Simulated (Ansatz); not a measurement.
InRh:

```
CELL_PARAMETERS angstrom
3.19600 0.00000 0.00000
0.00000 3.19600 0.00000
0.00000 0.00000 3.19600
ATOMIC_POSITIONS crystal
In 0.50000 0.50000 0.50000
Rh 0.00000 0.00000 0.00000
```

```yaml
Program: Ansatz 0.2.0
Task: relaxation of cell and atoms
Functional: revPBE
Potentials_or_basis: Ansatz PAW
Cutoff: "420 eV (not typed: the program's choice for these potentials)"
k_mesh: 8 × 8 × 8
Occupations: fermi-dirac, width 0.05 eV
Spin: no spin polarisation
```

At the start: volume 16.32 Å³/atom.

Task: How do energy, volume and symmetry change on relaxing?

Result: It ends after 5 steps and the volume is 17.26 Å³/atom (+5.7 %); space group Pm-3m (No. 221, to 0.05 Å).

The path:
```tsv
step	energy change (eV)	largest force (eV/Å)	volume (Å³)
1	0.0000	0.0000	32.65
2	-0.0480	0.0000	34.68
3	-0.0485	0.0000	34.53
4	-0.0485	0.0000	34.51
5	-0.0497	0.0000	34.51
```

Final structure:
```
In Rh
1.0
     3.25584    0.00000    0.00000
     0.00000    3.25584    0.00000
     0.00000    0.00000    3.25584
In Rh
1 1
Direct
  0.50000 0.50000 0.50000
  0.00000 0.00000 0.00000
```

Caveat: the plane-wave basis is chosen anew once the cell has moved, so the energies of steps on either side of that aren't comparable; the PAW data sets come from PBE, with cores solved anew for the run's functional, which leaves a small shift of forces and pressure.
